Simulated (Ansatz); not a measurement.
**LaGa2: how the settings move a relaxation**

Aim: see which settings change the result for LaGa2, by how much, and at what cost.

Computed with Ansatz 0.2.0 (reference: DFT, LDA, PAW with Ansatz's default frozen-core files, scalar-relativistic, unless a step's input says otherwise).

## (1) The starting structure

The structure is hexagonal, space group P6/mmm (No. 191). The conventional cell has a = 4.432 Å, b = 4.432 Å, c = 4.531 Å, α = 90.00°, β = 90.00°, γ = 120.00°. La (site symmetry 6/mmm) has 12 Ga at 3.42 Å as nearest neighbours. Ga (site symmetry -6m2) is surrounded by 3 Ga at 2.56 Å.

As a file:

```
La Ga
1.0
     4.43226    0.00000    0.00000
    -2.21613    3.83845    0.00000
     0.00000    0.00000    4.53075
La Ga
1 2
Cartesian
  0.0000 0.0000 0.0000
  0.0000 2.5590 2.2654
  2.2161 1.2795 2.2654
```

## (2) Baseline

Contents of input.yaml:

```yaml
crystal:
  lattice:
    - [4.4322576538, 0.0, 0.0]
    - [-2.2161288269, 3.8384477242, 0.0]
    - [0.0, 0.0, 4.5307522683]
  atoms:
    - { symbol: La, position: [0.0, 0.0, 0.0] }
    - { symbol: Ga, position: [0.3333333333, 0.6666666667, 0.5] }
    - { symbol: Ga, position: [0.6666666667, 0.3333333333, 0.5] }
kpoints:
  mp_grid: { grid: [9, 9, 8] }
scf:
  occupations: { method: fermi_dirac, width: 0.05 }
hamiltonian:
  xc: lda
  pseudopotentials: { kind: paw }
output:
  forces: true
  stress: true
  efg: { contact_densities: true }
relax:
  f_tol: 0.005
  max_steps: 80
  cell: {}
```

On the command line:

```console
$ ansatz run input.yaml --threads 1 --pin off --max-ram 3072MiB --backend cpu --events-out ev --progress --plain --runs-dir out
```

## (3) Changing settings: dr2_threshold 1.0e-05, xc_grid 3

input.yaml: that of step 2 with these lines changed.

```diff
@@ -13,2 +13,3 @@
   occupations: { method: fermi_dirac, width: 0.05 }
+  convergence: { dr2_threshold: 1.0e-05 }
 hamiltonian:
@@ -20,2 +21,6 @@
   efg: { contact_densities: true }
+  write_density: true
+  write_potential: true
+  elf: true
+  volumetric_format: npy
 relax:
@@ -24 +29,3 @@
   cell: {}
+basis:
+  xc_grid: 3
```

**Question.** What will these runs give? Wanted: for each run, ending; energy change; pressure; gap; force.

**Answer**, as computed:

```
                                run     ending  energy change  pressure (GPa)  gap (eV)  force (eV/Å)  cycles  time
                          reference  converged              0             0.0      0.00          0.00      29  16 s
1: dr2_threshold 1.0e-05, xc_grid 3  converged   0.0 meV/atom             0.0      0.00          0.00      19  18 s
```

Times don't compare one to one where runs were asked for different outputs or read a saved state (see the inputs); cycles may leave out searches for a lower state.

**Reading.** Changing the convergence setting and numerical grids hardly moves the energy: 0.0 meV/atom.
